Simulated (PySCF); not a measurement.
# C₇H₁₂O: magnetic properties

What do calculations give for the magnetic properties of C₇H₁₂O (`CCC1=CCC[C@@H]1O`)?

Programs: PySCF 2.14.0, with routines of our own; each step states its level. All values are computed. Atoms count from 0.

### Step 1. The system as given

20 atoms, charge 0, multiplicity 1; geometry from: GFN2-xTB.

### Step 2. Magnetic properties: GIAO KT3/pcSseg-1

The job: settings as JSON, then the geometry in Å.

```
{"job": {"kind": "mag", "xc": "KT3", "basis": "pcSseg-1", "isotopologues": 2}, "charge": 0, "multiplicity": 1}
C      2.580739    -0.284753     0.293493
C      1.635676     0.710888    -0.382091
C      0.234966     0.194111    -0.414333
C     -0.426047    -0.316403    -1.443311
C     -1.829392    -0.718654    -1.104200
C     -1.900569    -0.539486     0.421891
C     -0.647936     0.275509     0.814566
O     -0.937576     1.616291     1.160194
H      3.600618     0.092377     0.276487
H      2.554026    -1.240461    -0.225416
H      2.290624    -0.446734     1.328602
H      1.977933     0.900523    -1.401786
H      1.650814     1.652891     0.171873
H     -0.035044    -0.443373    -2.439110
H     -2.547654    -0.081051    -1.628523
H     -2.033300    -1.748206    -1.402878
H     -2.803914    -0.020053     0.739697
H     -1.877757    -1.508933     0.917299
H     -0.160857    -0.129352     1.705872
H     -1.330499     2.045549     0.391668
```

Method: GIAO KT3/pcSseg-1 magnetisability, rotational g tensor and spin-rotation constants, non-relativistic, gas phase.

On the command line:

```bash
$ OMP_NUM_THREADS=1 python excited_run.py task.json out
```

The driver reads the jobs from task.json and runs them one after another.

Standard output:

```text
coarse grid: 16128 points
cycle   1  E = -354.4090600231  dE =  8.205e-01  |g| = 8.648e-01  |ddm| = 4.002e+00
cycle   2  E = -354.1121556986  dE =  2.969e-01  |g| = 1.453e+00  |ddm| = 2.496e+00
cycle   3  E = -354.5672320310  dE = -4.551e-01  |g| = 2.115e-01  |ddm| = 1.912e+00
cycle   4  E = -354.5762722297  dE = -9.040e-03  |g| = 8.873e-02  |ddm| = 3.077e-01
cycle   5  E = -354.5778750658  dE = -1.603e-03  |g| = 4.067e-02  |ddm| = 1.106e-01
cycle   6  E = -354.5782636288  dE = -3.886e-04  |g| = 1.330e-02  |ddm| = 4.881e-02
cycle   7  E = -354.5783091851  dE = -4.556e-05  |g| = 1.764e-03  |ddm| = 1.583e-02
cycle   8  E = -354.5783097012  dE = -5.161e-07  |g| = 8.558e-04  |ddm| = 2.641e-03
final grid: 154128 points
cycle   9  E = -354.6112465354  dE = -2.601e-04  |g| = 1.513e-02  |ddm| = 7.522e-02
cycle  10  E = -354.6111489776  dE =  9.756e-05  |g| = 2.744e-02  |ddm| = 3.504e-02
cycle  11  E = -354.6112846750  dE = -1.357e-04  |g| = 2.047e-03  |ddm| = 2.478e-02
cycle  12  E = -354.6112855084  dE = -8.333e-07  |g| = 9.220e-04  |ddm| = 3.198e-03
cycle  13  E = -354.6112856990  dE = -1.906e-07  |g| = 3.807e-04  |ddm| = 1.053e-03
cycle  14  E = -354.6112857370  dE = -3.795e-08  |g| = 5.795e-05  |ddm| = 4.515e-04
cycle  15  E = -354.6112857378  dE = -8.782e-10  |g| = 1.489e-05  |ddm| = 9.088e-05
converged SCF energy = -354.6112857378

Magnetisability tensor (1e-30 J/T^2)
    -1255.43       65.76      -49.64
       65.76    -1411.85       25.54
      -49.64       25.54    -1185.05
isotropic -1284.11   principal values   -1442.53  -1250.68  -1159.13
isotropic susceptibility -77.331 1e-6 cm^3/mol

Inertial axes            a          b          c
rot. const./GHz      3.0230     1.6196     1.2681
chi total           -75.142    -74.904    -81.947
chi diamagnetic    -515.817   -897.702  -1093.786
chi paramagnetic    440.675    822.798   1011.839
quadrupole/D A        2.660     -5.626      2.965
g nuclear            0.6048     0.6183     0.5979
g electronic        -0.6259    -0.6260    -0.6028
g total             -0.0211    -0.0078    -0.0049

Spin-rotation constants (kHz, H = +C I.J)
atom  isotope        aa         bb         cc
  8     1H        0.067     -0.179     -0.131
  9     1H       -0.322     -0.003     -0.116
 10     1H       -0.290     -0.080     -0.056
 11     1H       -0.259     -0.071     -0.054
 12     1H       -0.284      0.026     -0.111
 13     1H       -0.243      0.059     -0.095
 14     1H       -0.136     -0.171     -0.019
 15     1H       -0.273     -0.032     -0.079
 16     1H       -0.025     -0.111     -0.134
 17     1H       -0.310     -0.177      0.051
 18     1H       -0.206     -0.113      0.015
 19     1H       -0.355     -0.199     -0.017
  0    13C*       0.437      0.239      0.177
  1    13C*       0.470      0.273      0.196
  2    13C*       1.311      0.570      0.310
  3    13C*       1.117      0.516      0.288
  4    13C*       0.466      0.287      0.231
  5    13C*       0.469      0.262      0.265
  6    13C*       0.723      0.372      0.321
  7    17O*      -0.418     -0.212     -0.158
* in the singly substituted isotopologue

Isotopologues: g along a, b, c
2H    at 8,9,10,11,12,1    -0.0176    -0.0064    -0.0040
13C   at 0                 -0.0209    -0.0076    -0.0049
```

It took 53 s on 1 thread of Arm Neoverse V1, shared host; peak memory 0.71 GiB.

From this job:

| quantity | value |
| --- | --- |
| magnetisability | -1284·10⁻³⁰ J/T² |
| molar susceptibility | -77.3·10⁻⁶ cm³/mol |
| rotational g (a, b, c) | -0.0211, -0.0078, -0.0049 |

### Step 3. Magnetic properties: GIAO B3LYP/def2-SVP

The job, as its differences from that of step 2:

```diff
@@ -1,2 +1,2 @@
-{"job": {"kind": "mag", "xc": "KT3", "basis": "pcSseg-1", "isotopologues": 2}, "charge": 0, "multiplicity": 1}
+{"job": {"kind": "mag", "xc": "B3LYP", "basis": "def2-SVP", "scf": {"conv": 1e-06, "damp": 0.2}}, "charge": 0, "multiplicity": 1}
 C      2.580739    -0.284753     0.293493
```

With the program's defaults for keys left out, this is: GIAO B3LYP/def2-SVP magnetisability, rotational g tensor and spin-rotation constants, non-relativistic, gas phase.

Standard output:

```text
damping 0.20 in the first 6 cycles
final grid: 154128 points
cycle   1  E = -348.8005261398  dE =  9.394e-01  |g| = 7.321e-01  |ddm| = 4.658e+00
cycle   2  E = -348.8290753509  dE = -2.855e-02  |g| = 6.741e-01  |ddm| = 1.448e+00
cycle   3  E = -348.8370243666  dE = -7.949e-03  |g| = 6.608e-01  |ddm| = 1.241e+00
cycle   4  E = -348.8264062761  dE =  1.062e-02  |g| = 6.962e-01  |ddm| = 1.260e+00
cycle   5  E = -348.8166926778  dE =  9.714e-03  |g| = 7.396e-01  |ddm| = 1.331e+00
cycle   6  E = -348.5870284960  dE =  2.297e-01  |g| = 1.283e+00  |ddm| = 2.182e+00
cycle   7  E = -348.1533620759  dE =  4.337e-01  |g| = 1.953e+00  |ddm| = 3.102e+00
cycle   8  E = -348.9138761874  dE = -7.605e-01  |g| = 1.414e-01  |ddm| = 1.708e+00
cycle   9  E = -348.9119760616  dE =  1.900e-03  |g| = 1.588e-01  |ddm| = 2.950e-01
cycle  10  E = -348.9184433611  dE = -6.467e-03  |g| = 1.572e-02  |ddm| = 1.773e-01
cycle  11  E = -348.9185019082  dE = -5.855e-05  |g| = 4.613e-03  |ddm| = 2.439e-02
cycle  12  E = -348.9185075518  dE = -5.644e-06  |g| = 5.413e-04  |ddm| = 7.349e-03
cycle  13  E = -348.9185076233  dE = -7.151e-08  |g| = 2.011e-04  |ddm| = 9.810e-04
converged SCF energy = -348.9185076233

Magnetisability tensor (1e-30 J/T^2)
    -1269.99       61.37      -48.81
       61.37    -1431.83       22.19
      -48.81       22.19    -1208.87
isotropic -1303.56   principal values   -1458.01  -1271.33  -1181.35
isotropic susceptibility -78.502 1e-6 cm^3/mol

Inertial axes            a          b          c
rot. const./GHz      3.0230     1.6196     1.2681
chi total           -76.066    -76.426    -83.015
chi diamagnetic    -516.101   -897.839  -1094.264
chi paramagnetic    440.034    821.413   1011.249
quadrupole/D A        2.633     -5.902      3.269
g nuclear            0.6048     0.6183     0.5979
g electronic        -0.6249    -0.6250    -0.6024
g total             -0.0202    -0.0067    -0.0046

Spin-rotation constants (kHz, H = +C I.J)
atom  isotope        aa         bb         cc
  8     1H        0.062     -0.185     -0.135
  9     1H       -0.330     -0.007     -0.119
 10     1H       -0.299     -0.085     -0.059
 11     1H       -0.267     -0.077     -0.057
 12     1H       -0.294      0.020     -0.116
 13     1H       -0.257      0.057     -0.099
 14     1H       -0.144     -0.179     -0.024
 15     1H       -0.282     -0.038     -0.084
 16     1H       -0.033     -0.117     -0.138
 17     1H       -0.321     -0.185      0.048
 18     1H       -0.215     -0.117      0.013
 19     1H       -0.365     -0.205     -0.024
  0    13C*       0.385      0.213      0.159
  1    13C*       0.425      0.238      0.174
  2    13C*       1.294      0.564      0.294
  3    13C*       1.103      0.498      0.270
  4    13C*       0.416      0.253      0.207
  5    13C*       0.416      0.235      0.243
  6    13C*       0.659      0.344      0.303
  7    17O*      -0.336     -0.184     -0.123
* in the singly substituted isotopologue
```

It took 33 s on 1 thread of Arm Neoverse V1, shared host; peak memory 0.8 GiB.

In short:

| quantity | value |
| --- | --- |
| magnetisability | -1304·10⁻³⁰ J/T² |
| molar susceptibility | -78.5·10⁻⁶ cm³/mol |
| rotational g (a, b, c) | -0.0202, -0.0067, -0.0046 |

### Step 4. The levels compared

| level | ξ (10⁻³⁰ J/T²) | g(a) | g(b) | gap (eV) | functions | time |
| --- | --- | --- | --- | --- | --- | --- |
| GIAO KT3/pcSseg-1 | -1284 | -0.0211 | -0.0078 | 5.35 | 196 | 53 s |
| GIAO B3LYP/def2-SVP | -1304 | -0.0202 | -0.0067 | 7.08 | 172 | 33 s |

### Step 5. What came out

| quantity | value |
| --- | --- |
| magnetisability (step 2, GIAO KT3/pcSseg-1) | -1284·10⁻³⁰ J/T² |
| molar susceptibility (step 2, GIAO KT3/pcSseg-1) | -77.3·10⁻⁶ cm³/mol |
| rotational g (a, b, c) (step 2, GIAO KT3/pcSseg-1) | -0.0211, -0.0078, -0.0049 |
| magnetisability over the levels | -1304 to -1284·10⁻³⁰ J/T² |

**Reading.** The magnetisability spreads by 1.5 % over 2 levels, from GIAO B3LYP/def2-SVP (33 s) to GIAO KT3/pcSseg-1 (53 s); the runs took 33 s to 53 s. Two levels can agree by chance, so this spread shows no convergence. Vibrational averaging and real surroundings are missing from these values.
